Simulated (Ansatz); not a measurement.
# Molecular dynamics of WC

The input (input.yaml):

```yaml
accuracy: low
crystal:
  lattice:
    - [-2.953038, -5.114812, 0.0]
    - [4.429557, -2.557406, 0.0]
    - [0.0, 0.0, 5.773436]
  atoms:
    - { symbol: W, position: [0.75, 0.5, 0.0] }
    - { symbol: C, position: [0.5, 0.6666667, 0.25] }
    - { symbol: W, position: [0.75, 0.5, 0.5] }
    - { symbol: C, position: [0.5, 0.6666667, 0.75] }
    - { symbol: W, position: [0.5, 0.0, 0.0] }
    - { symbol: C, position: [0.25, 0.1666667, 0.25] }
    - { symbol: W, position: [0.5, 0.0, 0.5] }
    - { symbol: C, position: [0.25, 0.1666667, 0.75] }
    - { symbol: W, position: [0.25, 0.5, 0.0] }
    - { symbol: C, position: [0.0, 0.6666667, 0.25] }
    - { symbol: W, position: [0.25, 0.5, 0.5] }
    - { symbol: C, position: [0.0, 0.6666667, 0.75] }
    - { symbol: W, position: [0.0, 0.0, 0.0] }
    - { symbol: C, position: [0.75, 0.1666667, 0.25] }
    - { symbol: W, position: [0.0, 0.0, 0.5] }
    - { symbol: C, position: [0.75, 0.1666667, 0.75] }
basis:
  ecutwfc: 420.0
kpoints:
  mp_grid: { grid: [3, 3, 3] }
hamiltonian:
  xc: pbesol
  pseudopotentials: { kind: paw, azcp: { folder: soft_1 } }
scf:
  occupations: { method: fermi_dirac, width: 0.24 }
  lower_state_search: "off"
md:
  timestep: 0.75
  n_steps: 120
  ensemble: nvt_langevin
  temperature: 2800.0
  initial_velocities: maxwell_boltzmann
  seed: 231470
  friction: 0.02
```

Command:

```bash
$ ansatz run input.yaml --threads 2 --pin off --max-ram 5120MiB --backend cpu --events-out ev --progress --plain --runs-dir out
```

It starts from a structure without forces on its atoms.

Output, in part (one step line in 3):

```
md step     0: t =     0.00 fs  T =  2625.0 K  F+E_penalty+E_count = -84037.52937446 eV  E_kin = 5.428920 eV  (9 SCF iters)
md step     3: t =     2.25 fs  T =  2727.0 K  F+E_penalty+E_count = -84037.24719500 eV  E_kin = 5.639812 eV  (7 SCF iters)
md step     6: t =     4.50 fs  T =  2562.4 K  F+E_penalty+E_count = -84036.33001296 eV  E_kin = 5.299430 eV  (5 SCF iters)
md step     9: t =     6.75 fs  T =  2030.3 K  F+E_penalty+E_count = -84034.96651472 eV  E_kin = 4.198993 eV  (5 SCF iters)
md step    12: t =     9.00 fs  T =  1472.9 K  F+E_penalty+E_count = -84033.61360083 eV  E_kin = 3.046293 eV  (5 SCF iters)
md step    15: t =    11.25 fs  T =  1161.4 K  F+E_penalty+E_count = -84032.91539430 eV  E_kin = 2.401948 eV  (5 SCF iters)
md step    18: t =    13.50 fs  T =  1114.5 K  F+E_penalty+E_count = -84032.91056497 eV  E_kin = 2.305005 eV  (5 SCF iters)
md step    21: t =    15.75 fs  T =  1545.6 K  F+E_penalty+E_count = -84033.55844279 eV  E_kin = 3.196471 eV  (5 SCF iters)
md step    24: t =    18.00 fs  T =  2143.9 K  F+E_penalty+E_count = -84034.31899142 eV  E_kin = 4.433994 eV  (5 SCF iters)
md step    27: t =    20.25 fs  T =  2194.1 K  F+E_penalty+E_count = -84034.89391676 eV  E_kin = 4.537788 eV  (5 SCF iters)
md step    30: t =    22.50 fs  T =  2326.4 K  F+E_penalty+E_count = -84035.19199141 eV  E_kin = 4.811393 eV  (6 SCF iters)
md step    33: t =    24.75 fs  T =  2488.7 K  F+E_penalty+E_count = -84035.25387758 eV  E_kin = 5.146954 eV  (5 SCF iters)
md step    36: t =    27.00 fs  T =  1981.3 K  F+E_penalty+E_count = -84034.99501321 eV  E_kin = 4.097653 eV  (5 SCF iters)
md step    39: t =    29.25 fs  T =  2001.2 K  F+E_penalty+E_count = -84034.46950300 eV  E_kin = 4.138900 eV  (5 SCF iters)
md step    42: t =    31.50 fs  T =  1750.8 K  F+E_penalty+E_count = -84033.90575911 eV  E_kin = 3.620931 eV  (5 SCF iters)
md step    45: t =    33.75 fs  T =  1939.1 K  F+E_penalty+E_count = -84033.77741254 eV  E_kin = 4.010339 eV  (5 SCF iters)
md step    48: t =    36.00 fs  T =  2649.0 K  F+E_penalty+E_count = -84033.88102570 eV  E_kin = 5.478486 eV  (5 SCF iters)
md step    51: t =    38.25 fs  T =  2736.1 K  F+E_penalty+E_count = -84034.01097968 eV  E_kin = 5.658727 eV  (5 SCF iters)
md step    54: t =    40.50 fs  T =  2808.3 K  F+E_penalty+E_count = -84033.96329320 eV  E_kin = 5.808070 eV  (5 SCF iters)
md step    57: t =    42.75 fs  T =  2448.7 K  F+E_penalty+E_count = -84033.71015114 eV  E_kin = 5.064403 eV  (5 SCF iters)
md step    60: t =    45.00 fs  T =  2418.9 K  F+E_penalty+E_count = -84033.33958368 eV  E_kin = 5.002674 eV  (6 SCF iters)
md step    63: t =    47.25 fs  T =  2373.3 K  F+E_penalty+E_count = -84032.91364462 eV  E_kin = 4.908423 eV  (5 SCF iters)
md step    66: t =    49.50 fs  T =  2238.9 K  F+E_penalty+E_count = -84032.58059800 eV  E_kin = 4.630402 eV  (5 SCF iters)
md step    69: t =    51.75 fs  T =  1971.9 K  F+E_penalty+E_count = -84032.27537641 eV  E_kin = 4.078107 eV  (5 SCF iters)
md step    72: t =    54.00 fs  T =  2109.9 K  F+E_penalty+E_count = -84031.99893644 eV  E_kin = 4.363703 eV  (5 SCF iters)
md step    75: t =    56.25 fs  T =  1911.5 K  F+E_penalty+E_count = -84031.81146223 eV  E_kin = 3.953247 eV  (5 SCF iters)
md step    78: t =    58.50 fs  T =  2314.3 K  F+E_penalty+E_count = -84031.78119258 eV  E_kin = 4.786292 eV  (5 SCF iters)
md step    81: t =    60.75 fs  T =  2594.5 K  F+E_penalty+E_count = -84031.84845036 eV  E_kin = 5.365923 eV  (5 SCF iters)
md step    84: t =    63.00 fs  T =  2635.5 K  F+E_penalty+E_count = -84032.01203104 eV  E_kin = 5.450722 eV  (5 SCF iters)
md step    87: t =    65.25 fs  T =  2914.6 K  F+E_penalty+E_count = -84032.05450343 eV  E_kin = 6.027758 eV  (5 SCF iters)
md step    90: t =    67.50 fs  T =  3312.2 K  F+E_penalty+E_count = -84031.91602403 eV  E_kin = 6.850195 eV  (6 SCF iters)
md step    93: t =    69.75 fs  T =  3206.8 K  F+E_penalty+E_count = -84031.66690304 eV  E_kin = 6.632187 eV  (5 SCF iters)
md step    96: t =    72.00 fs  T =  2979.1 K  F+E_penalty+E_count = -84031.43122207 eV  E_kin = 6.161328 eV  (5 SCF iters)
md step    99: t =    74.25 fs  T =  2416.3 K  F+E_penalty+E_count = -84031.33943088 eV  E_kin = 4.997225 eV  (5 SCF iters)
md step   102: t =    76.50 fs  T =  2398.8 K  F+E_penalty+E_count = -84031.38856777 eV  E_kin = 4.961084 eV  (5 SCF iters)
md step   105: t =    78.75 fs  T =  2655.6 K  F+E_penalty+E_count = -84031.57843746 eV  E_kin = 5.492283 eV  (5 SCF iters)
md step   108: t =    81.00 fs  T =  2925.0 K  F+E_penalty+E_count = -84031.83931770 eV  E_kin = 6.049343 eV  (5 SCF iters)
md step   111: t =    83.25 fs  T =  2863.2 K  F+E_penalty+E_count = -84032.05903125 eV  E_kin = 5.921588 eV  (5 SCF iters)
md step   114: t =    85.50 fs  T =  2445.2 K  F+E_penalty+E_count = -84032.30849199 eV  E_kin = 5.057112 eV  (5 SCF iters)
md step   117: t =    87.75 fs  T =  2682.7 K  F+E_penalty+E_count = -84032.51838576 eV  E_kin = 5.548196 eV  (5 SCF iters)
md step   120: t =    90.00 fs  T =  2807.3 K  F+E_penalty+E_count = -84032.64182171 eV  E_kin = 5.805925 eV  (6 SCF iters)
```

All steps were run. A run of 0.09 ps of so small a system gives no equilibrium averages. Limits of this set-up: coarse k mesh, PAW files made for another functional, low accuracy level.

Mean squared displacements from the first frame to the last, about the centre of mass: W 0.03 Å², C 0.04 Å².

Last frame:

```xyz
16
Lattice="-2.9530 -5.1148 0.0000 4.4296 -2.5574 0.0000 0.0000 0.0000 5.7734" Properties=species:S:1:pos:R:3
W 0.069 -5.288 0.043
C 1.577 -4.157 1.455
W 0.124 -5.208 2.942
C 1.488 -4.362 4.217
W -1.382 -2.673 0.293
C 0.023 -1.707 1.579
W -1.496 -2.684 2.863
C -0.191 -1.950 4.511
W 1.295 -2.596 -0.027
C 3.007 -1.950 1.429
W 1.663 -2.578 2.949
C 3.057 -1.754 4.367
W 0.161 0.017 -0.074
C -1.430 -4.358 1.510
W 0.145 -0.104 2.895
C -1.414 -4.141 4.167
```

Time of the run: 20 min on 2 threads of Intel(R) Xeon(R) Platinum 8259CL CPU @ 2.50GHz (Skylake/Cascade Lake) (shared host), peak memory 1 GiB.
